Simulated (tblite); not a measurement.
# C3H9AlF3N: the cost of one run

Computed with tblite 0.8.0 and PySCF 2.14.0, with density-fitted response routines of our own, on a single molecule in the gas phase. Atoms are numbered from 0 throughout.

### Step 1. Starting geometry

17 atoms, charge 0, multiplicity 1; geometry from: force field or distance geometry start.

Bonds of the start (Å): N0–Al1 1.89, Al1–C2 1.96, C2–C3 1.49, C3–C4 1.49, C4–F5 1.38, C4–F6 1.37, C4–F7 1.39, N0–H8 1.04, N0–H9 1.05, N0–H10 1.05, Al1–H11 1.62, Al1–H12 1.61, C2–H13 1.13, C2–H14 1.11, C3–H15 1.11, C3–H16 1.13.

### Step 2. Geometry optimisation with GFN2-xTB

Job settings and geometry (Å):

```
{"job": {"kind": "relax", "xc": "GFN2-xTB", "basis": "xTB"}, "charge": 0, "multiplicity": 1}
N      2.070000     0.966400     0.587700
Al     1.224100    -0.686800     0.211100
C     -0.138100    -0.601500    -1.192900
C     -1.486500    -0.538200    -0.564100
C     -1.771000     0.589700     0.364600
F     -1.695800     1.846300    -0.204600
F     -0.939300     0.540600     1.457400
F     -3.061900     0.496400     0.880900
H      1.557100     1.796300     0.239900
H      2.237300     1.039000     1.619400
H      3.029500     0.934600     0.160400
H      2.394800    -1.727500    -0.188900
H      0.540600    -1.207400     1.572000
H     -0.061800    -1.569300    -1.769200
H      0.030900     0.203000    -1.940300
H     -2.325600    -0.594500    -1.294200
H     -1.611200    -1.474900     0.050700
```

Started as:

```sh
> OMP_NUM_THREADS=1 python probes_run.py task.json out
```

One launch serves the whole session: the jobs run in the order shown.

Q: Estimate the wall time and peak memory of this first job on 1 thread of Arm Neoverse N1, shared host.

About 1.9 s, with a peak of 0.18 GiB.
